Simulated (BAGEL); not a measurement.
**C2H6OSi (SMILES C=C[SiH2]O): B3LYP/def2-SVP (density fitting with qzvpp-jkfit)**

Aim: the energy change on altering one bond length of C2H6OSi at B3LYP/def2-SVP (density fitting with qzvpp-jkfit), from 2 runs. 

The results are computed with BAGEL 1.2.2.

**1. The system as given**

The species is C2H6OSi (10 atoms), meant as a singlet with charge 0. SMILES: `C=C[SiH2]O`. The coordinates come from a PBE0-D4/def2-TZVP relaxation. This is one conformer, not always the lowest.

Bond lengths: C1–C2 1.330 Å, C2–Si3 1.857 Å, Si3–O4 1.649 Å, C1–H5 1.087 Å, C1–H6 1.086 Å, C2–H7 1.090 Å, Si3–H8 1.491 Å, Si3–H9 1.484 Å, O4–H10 0.958 Å. Some angles: C1–C2–Si3 122.9°, C2–Si3–O4 111.4°, C1–C2–H7 118.3°, Si3–C2–H7 118.9°, C2–C1–H5 121.4°, C2–C1–H6 122.4°, C2–Si3–H8 108.7°, C2–Si3–H9 111.0°, O4–Si3–H8 111.1°, O4–Si3–H9 105.7°.

**2. The energy at B3LYP/def2-SVP (density fitting with qzvpp-jkfit)**

job.json reads:

```json
{ "bagel": [

{
  "title": "molecule",
  "basis": "svp",
  "df_basis": "qzvpp-jkfit",
  "angstrom": true,
  "geometry": [
    { "atom": "C", "xyz": [       0.469400,       1.339200,      -0.818800 ] },
    { "atom": "C", "xyz": [       0.221400,       0.866200,       0.399700 ] },
    { "atom": "Si", "xyz": [      -0.462400,      -0.834200,       0.700700 ] },
    { "atom": "O", "xyz": [      -0.544600,      -1.704600,      -0.697700 ] },
    { "atom": "H", "xyz": [       0.269300,       0.747200,      -1.707800 ] },
    { "atom": "H", "xyz": [       0.873500,       2.333700,      -0.985800 ] },
    { "atom": "H", "xyz": [       0.435100,       1.506700,       1.255300 ] },
    { "atom": "H", "xyz": [       0.393300,      -1.520900,       1.710800 ] },
    { "atom": "H", "xyz": [      -1.852500,      -0.765700,       1.214600 ] },
    { "atom": "H", "xyz": [       0.280700,      -2.019000,      -1.068100 ] }
  ]
},

{
  "title": "ks",
  "xc_func": "b3lyp"
},

{
  "title": "print",
  "file": "orbitals.molden",
  "orbitals": true
}

]}
```

Launch:

```
$ BAGEL_NUM_THREADS=1 BAGEL job.json > job.out
```

What it wrote:

```text
* using 1 threads per process

  ===============================================================
  ===============================================================

  *** Geometry ***

  { "atom" : "C", "xyz" : [      0.887037,      2.530721,     -1.547308 ] },
  { "atom" : "C", "xyz" : [      0.418385,      1.636881,      0.755324 ] },
  { "atom" : "Si", "xyz" : [     -0.873809,     -1.576410,      1.324131 ] },
  { "atom" : "O", "xyz" : [     -1.029145,     -3.221227,     -1.318462 ] },
  { "atom" : "H", "xyz" : [      0.508903,      1.412003,     -3.227274 ] },
  { "atom" : "H", "xyz" : [      1.650676,      4.410054,     -1.862892 ] },
  { "atom" : "H", "xyz" : [      0.822220,      2.847250,      2.372173 ] },
  { "atom" : "H", "xyz" : [      0.743229,     -2.874084,      3.232943 ] },
  { "atom" : "H", "xyz" : [     -3.500718,     -1.446963,      2.295261 ] },
  { "atom" : "H", "xyz" : [      0.530446,     -3.815357,     -2.018416 ] },

  Number of auxiliary basis functions:      463

  Since a DF basis is specified, we compute 2- and 3-index integrals:
    o Being stored without compression. Storage requirement is 0.030 GB

  Number of basis functions:       90
  Number of electrons      :       40

    * METHOD: MOLECULE                             0.23

  *** Kohn-Sham DFT ***

    * Removing 18073 points whose weight is below 1.00e-10
    * Grid points: 130987

  === Nuclear Repulsion ===
   160.2878263698

       - DIIS with orbital gradients will be used.

  === KS iteration (b3lyp / svp) ===
      0       -414.97862252          0.11439021           0.47
      1       -378.87298440          0.15013882           0.45
      2       -389.25087777          0.20772838           0.46
      3       -428.53367315          0.10736649           0.45
      4       -440.99465213          0.05750063           0.46
      5       -441.03121761          0.06288749           0.46
      6       -444.09694030          0.02309596           0.46
      7       -444.33729803          0.00716698           0.45
      8       -444.35533273          0.00412803           0.46
      9       -444.36316567          0.00090516           0.46
     10       -444.36356588          0.00034890           0.46
     11       -444.36362853          0.00009721           0.46
     12       -444.36363314          0.00003783           0.46
     13       -444.36363387          0.00000299           0.46
     14       -444.36363388          0.00000100           0.46
     15       -444.36363388          0.00000061           0.46
     16       -444.36363388          0.00000026           0.45
     17       -444.36363388          0.00000011           0.45
     18       -444.36363388          0.00000001           0.45
     19       -444.36363388          0.00000000           0.46
    * SCF iteration converged.

    * Permanent dipole moment:
           (   -0.608461,    -0.133773,     0.127166) a.u.

    * METHOD: KS                                  10.00

    * METHOD: PRINT                                0.02

  ===============================================================
```

Run time: 11 s. Hardware: 1 thread of Arm Neoverse V1, shared host; peak memory 0.53 GiB.

**3. The distorted shape**

input.json reads:

```json
{ "bagel" : [

{
  "title" : "molecule",
  "basis" : "svp",
  "df_basis" : "qzvpp-jkfit",
  "angstrom" : true,
  "geometry" : [
    { "atom" : "C", "xyz" : [    0.886410,    1.318651,   -0.972963 ] },
    { "atom" : "C", "xyz" : [    0.638410,    0.845651,    0.245537 ] },
    { "atom" : "Si", "xyz" : [   -0.045390,   -0.854749,    0.546537 ] },
    { "atom" : "O", "xyz" : [   -0.127590,   -1.725149,   -0.851863 ] },
    { "atom" : "H", "xyz" : [    0.686310,    0.726651,   -1.861963 ] },
    { "atom" : "H", "xyz" : [    1.290510,    2.313151,   -1.139963 ] },
    { "atom" : "H", "xyz" : [    0.852110,    1.486151,    1.101137 ] },
    { "atom" : "H", "xyz" : [    0.810310,   -1.541449,    1.556637 ] },
    { "atom" : "H", "xyz" : [   -1.852500,   -0.765700,    1.214600 ] },
    { "atom" : "H", "xyz" : [    0.697710,   -2.039549,   -1.222263 ] }
  ]
},
{ "title" : "ks", "xc_func" : "b3lyp" },
{ "title" : "print", "file" : "orbitals.molden", "orbitals" : true }

]}
```

Launch:

```
$ BAGEL_NUM_THREADS=1 BAGEL input.json > input.out
```

What it wrote:

```text
* using 1 threads per process

  ===============================================================
  ===============================================================

  *** Geometry ***

  { "atom" : "C", "xyz" : [      1.675072,      2.491889,     -1.838634 ] },
  { "atom" : "C", "xyz" : [      1.206420,      1.598049,      0.463998 ] },
  { "atom" : "Si", "xyz" : [     -0.085775,     -1.615242,      1.032805 ] },
  { "atom" : "O", "xyz" : [     -0.241110,     -3.260059,     -1.609788 ] },
  { "atom" : "H", "xyz" : [      1.296938,      1.373171,     -3.518600 ] },
  { "atom" : "H", "xyz" : [      2.438710,      4.371222,     -2.154218 ] },
  { "atom" : "H", "xyz" : [      1.610255,      2.808418,      2.080847 ] },
  { "atom" : "H", "xyz" : [      1.531264,     -2.912916,      2.941618 ] },
  { "atom" : "H", "xyz" : [     -3.500718,     -1.446963,      2.295261 ] },
  { "atom" : "H", "xyz" : [      1.318481,     -3.854189,     -2.309742 ] },

  Number of auxiliary basis functions:      463

  Since a DF basis is specified, we compute 2- and 3-index integrals:
    o Being stored without compression. Storage requirement is 0.030 GB

  Number of basis functions:       90
  Number of electrons      :       40

    * METHOD: MOLECULE                             0.23

  *** Kohn-Sham DFT ***

    * Removing 17729 points whose weight is below 1.00e-10
    * Grid points: 131331

  === Nuclear Repulsion ===
   158.6427541462

       - DIIS with orbital gradients will be used.

  === KS iteration (b3lyp / svp) ===
      0       -414.89743365          0.11352303           0.49
      1       -385.46463339          0.14922283           0.46
      2       -381.46785551          0.21840989           0.47
      3       -427.47755851          0.11051282           0.46
      4       -441.35643212          0.05243990           0.46
      5       -437.75689991          0.09095806           0.47
      6       -444.14612310          0.01945726           0.47
      7       -444.22912538          0.01390404           0.47
      8       -444.32123178          0.00349370           0.47
      9       -444.32678717          0.00162487           0.46
     10       -444.32786498          0.00072258           0.47
     11       -444.32815384          0.00015603           0.47
     12       -444.32816597          0.00002508           0.47
     13       -444.32816634          0.00001314           0.47
     14       -444.32816639          0.00000886           0.47
     15       -444.32816643          0.00000213           0.47
     16       -444.32816643          0.00000078           0.47
     17       -444.32816643          0.00000019           0.46
     18       -444.32816643          0.00000016           0.47
     19       -444.32816643          0.00000002           0.47
     20       -444.32816643          0.00000002           0.47
     21       -444.32816643          0.00000001           0.47
    * SCF iteration converged.

    * Permanent dipole moment:
           (   -0.905879,    -0.157439,     0.260402) a.u.

    * METHOD: KS                                  11.18

    * METHOD: PRINT                                0.02

  ===============================================================
```

Run time: 12 s. Hardware: 1 thread of Arm Neoverse V1, shared host; peak memory 0.53 GiB.

**4. What came out**

Level: B3LYP/def2-SVP (density fitting with qzvpp-jkfit).

| quantity | value |
| --- | --- |
| first shape: total energy | -444.36363 Eh |
| first shape: dipole moment | 1.62 D |
| first shape: HOMO energy | -7.62 eV |
| first shape: LUMO energy | -0.41 eV |
| first shape: HOMO–LUMO gap | 7.21 eV |
| distorted shape: total energy | -444.32817 Eh |
| distorted shape: dipole moment | 2.43 D |
| distorted shape: HOMO energy | -7.48 eV |
| distorted shape: LUMO energy | -0.83 eV |
| distorted shape: HOMO–LUMO gap | 6.65 eV |
| energy change with the Si3–H9 bond stretched from 1.484 to 1.929 Å | 0.965 eV |

In words: With the Si3–H9 bond stretched from 1.484 to 1.929 Å the energy rises by 0.97 eV (93.1 kJ/mol). The first shape isn't relaxed at this level, so the change isn't measured from a minimum.
